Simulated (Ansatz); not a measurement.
**WC (quintet): wave-function methods side by side, def2-QZVPP**

The task here is to estimate one member of a computed series from the others.

Program: Ansatz 0.2.0, Gaussian basis. Level of theory: def2-QZVPP, core rule «outside noble gas», up to 5 orbitals frozen. These are calculated values, not measurements.

Plan: UHF; ROHF; CCSD(T) on UHF.

**The geometry**

The geometry is a PBE0/def2-TZVP stationary point (not a proven minimum) of the parent state, kept for this charge and spin. No spin-orbit coupling is included. Elements past krypton take def2 core potentials.

2 atoms, charge 0, spin multiplicity 5.

Atoms are counted from 1 here; the program's logs count them from 0.

Bond lengths: W1–C2 1.923 Å.

Set-up of the first run:

Input file in.yaml:

```yaml
crystal:
  periodic: [false, false, false]
  atoms:
    - {symbol: W, position_ang: [0.000000, 0.000000, 0.000000]}
    - {symbol: C, position_ang: [0.000000, 0.000000, 1.923200]}
basis:
  gaussian: {orbitals: "def2-QZVPP.json"}
magnetization: {spin_polarized: true, initial_magnetization: 4}
hamiltonian: {xc: hf}
output: {orbitals: {seedname: orbitals}}
```

The run is started by

```sh
> ansatz run in.yaml --threads 1 --pin off --events-out ev --progress --plain --max-ram 4096MiB --backend cpu
```

Among the steps run: UHF; ROHF; CCSD(T) on UHF.

One table of the session follows, with a row left open; its other results are not shown here.

```
  method  from UCCSD(T) (kJ/mol)
    ROHF                  +905.7
    UMP2                       ?
   UCCSD                   +69.3
UCCSD(T)                       0
```

**Question.** Estimate the row for UMP2.

**Answer.** from UCCSD(T) (kJ/mol): +70.6. In the column «from UCCSD(T) (kJ/mol)» it lies between UCCSD (+69.3) and ROHF (+905.7).

Left out of the table: UHF (another determinant or state than the rows shown).

The program flags UCCSD(T) as in doubt (see the logs), so the zero of the table is itself unsure.

Limits of these values: The determinant is far from a pure spin state, so its energy mixes those of several spin states (harmless only where they are near-degenerate, as at dissociation). The program flags UCCSD(T) as in doubt, so the zero of the table is itself unsure. Warnings: spin contamination; coupled cluster took another determinant than the lowest.
